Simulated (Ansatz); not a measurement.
# UCCSD(T)/6-311+G(d,p) run of CH2NOSi (SMILES O=C=N[SiH2])

Aim: the vertical electron affinity of CH2NOSi at UCCSD(T)/6-311+G**, from 2 runs. 

Program for the calculation: Ansatz 0.2.0.

93 further runs of the same task are left out: 93 set aside as unsound or not needed.

## 1. The structure to begin with

CH2NOSi: 6 atoms, total charge 0, spin state doublet. As SMILES, `O=C=N[SiH2]`. The coordinates come from a PBE0-D4/def2-TZVP relaxation.

Bond lengths: O1–C2 1.164 Å, C2–N3 1.195 Å, N3–Si4 1.706 Å, Si4–H5 1.486 Å, Si4–H6 1.486 Å. Angles: O1–C2–N3 178.3°, C2–N3–Si4 162.2°, N3–Si4–H5 108.6°, N3–Si4–H6 108.6°, H5–Si4–H6 111.4°.

## 2. The energy at UCCSD(T)/6-311+G(d,p)

in.yaml

```yaml
crystal:
  periodic: [false, false, false]
  atoms:
    - {symbol: O, position_ang: [1.089700, -2.025700, 1.610400]}
    - {symbol: C, position_ang: [0.648500, -1.177800, 0.945400]}
    - {symbol: "N", position_ang: [0.216300, -0.284900, 0.279200]}
    - {symbol: Si, position_ang: [-0.683300, 0.591600, -0.875300]}
    - {symbol: H, position_ang: [0.261300, 1.214200, -1.839100]}
    - {symbol: H, position_ang: [-1.490500, 1.618700, -0.166800]}
basis:
  gaussian:
    orbitals: 6-311+G_st__st_-spherical.json
magnetization:
  spin_polarized: true
  initial_magnetization: 1
correlation:
  method: ccsd_t
  frozen_orbitals: {C: 1, H: 0, "N": 1, O: 1, Si: 5}
accuracy: high
scf:
  omitted_lower_state_checks: [cluster_reference, increment]
```

The basis set 6-311+G** is read from a file made from the Basis Set Exchange's data (not shown).

The run is started by

```bash
$ ansatz run in.yaml --threads 1 --pin off --max-ram 3480MiB --events-out events.jsonl --progress --plain --runs-dir runs
```

The program printed (excerpt; [...] marks lines left out):

```text
Warning: RAYON_NUM_THREADS=1 ignored (pool sized by the plan → 1); use --threads N
Functional definition: HF
  name "HF"
[...]
1828 factors; integrals over basis functions are off by at most 6.0e-9 eV
[...]
mean field -12444.66104247 eV, -457.3328580166 hartree, gradient 2.6e-8 eV, S^2 0.754505; 0 other end points of the search recorded, 0 dependent functions left out
8 core orbitals not correlated: weight in the atoms' cores, before any rotation towards them, 1.000 or more for the frozen orbitals, at most 0.000 for the correlated occupied ones
reference -12444.66104247 eV, -457.3328580166 hartree; 11, 10 occupied and 89, 90 virtual orbitals, 1828 factors
second order -15.50732923 eV of doubles, -0.00000000 eV of singles
cycle   1  -15.17603386 eV  change    3.3e-1 eV  update   1.2e-1
[...]
cycle  23  -15.87049766 eV  change   2.6e-10 eV  update   1.3e-9
perturbative correction -0.69878916 eV, -0.0256800280 hartree
Total energy: -12461.23032929 eV, -457.9417680762 hartree
Checks for a lower state left out: cluster_reference, increment
```

Run time: 1.9 min. Hardware: 1 thread of Arm Neoverse V1, shared host; peak memory 1.7 GiB.

## 3. The singlet anion at the same level

job.yaml

```yaml
crystal:
  periodic: [false, false, false]
  atoms:
    - {symbol: O, position_ang: [1.089700, -2.025700, 1.610400]}
    - {symbol: C, position_ang: [0.648500, -1.177800, 0.945400]}
    - {symbol: "N", position_ang: [0.216300, -0.284900, 0.279200]}
    - {symbol: Si, position_ang: [-0.683300, 0.591600, -0.875300]}
    - {symbol: H, position_ang: [0.261300, 1.214200, -1.839100]}
    - {symbol: H, position_ang: [-1.490500, 1.618700, -0.166800]}
basis:
  gaussian:
    orbitals: 6-311+G_st__st_-spherical.json
total_charge: -1
correlation:
  method: ccsd_t
  frozen_orbitals: {C: 1, H: 0, "N": 1, O: 1, Si: 5}
accuracy: high
scf:
  omitted_lower_state_checks: [cluster_reference, increment]
```

The basis set 6-311+G** is read from a file made from the Basis Set Exchange's data (not shown).

The run is started by

```bash
$ ansatz run job.yaml --threads 1 --pin off --max-ram 3480MiB --events-out events.jsonl --progress --plain --runs-dir runs
```

The program printed (excerpt; [...] marks lines left out):

```text
Warning: RAYON_NUM_THREADS=1 ignored (pool sized by the plan → 1); use --threads N
Functional definition: HF
  name "HF"
[...]
1828 factors; integrals over basis functions are off by at most 6.0e-9 eV
[...]
mean field -12444.74589164 eV, -457.3359761659 hartree, gradient 2.8e-8 eV, S^2 0.000000; 0 other end points of the search recorded, 0 dependent functions left out
8 core orbitals not correlated: weight in the atoms' cores, before any rotation towards them, 1.000 or more for the frozen orbitals, at most 0.000 for the correlated occupied ones
reference -12444.74589164 eV, -457.3359761659 hartree; 11, 11 occupied and 89, 89 virtual orbitals, 1828 factors
second order -16.26051839 eV of doubles, -0.00000000 eV of singles
cycle   1  -15.94168781 eV  change    3.2e-1 eV  update   1.3e-1
[...]
cycle  25  -16.66039784 eV  change   4.3e-10 eV  update   1.0e-9
perturbative correction -0.73933780 eV, -0.0271701629 hartree
Total energy: -12462.14562727 eV, -457.9754046565 hartree
Checks for a lower state left out: cluster_reference, increment
```

Wall time 35 s (1 thread of Arm Neoverse V1, shared host); peak memory 0.78 GiB.

## 4. What came out

At UCCSD(T)/6-311+G**, 8 core orbitals frozen:

| quantity | value |
| --- | --- |
| doublet CH2NOSi: total energy | -457.94177 Eh |
| doublet CH2NOSi: correlation energy (8 core orbitals frozen) | -608.9 mEh |
| doublet CH2NOSi: (T) correction | -25.68 mEh |
| doublet CH2NOSi: ⟨S²⟩ of the reference determinant | 0.755 |
| doublet CH2NOSi: T1 diagnostic | 0.018 |
| singlet anion: total energy | -457.97540 Eh |
| singlet anion: correlation energy (8 core orbitals frozen) | -639.4 mEh |
| singlet anion: (T) correction | -27.17 mEh |
| singlet anion: T1 diagnostic | 0.017 |
| vertical electron affinity (to the singlet anion) | 0.915 eV |

In words: At fixed nuclei the extra electron is bound by 0.92 eV (88.3 kJ/mol). The triples (doublet CH2NOSi) make up 4.2 % of the correlation energy. The triples (singlet anion) make up 4.2 % of the correlation energy.
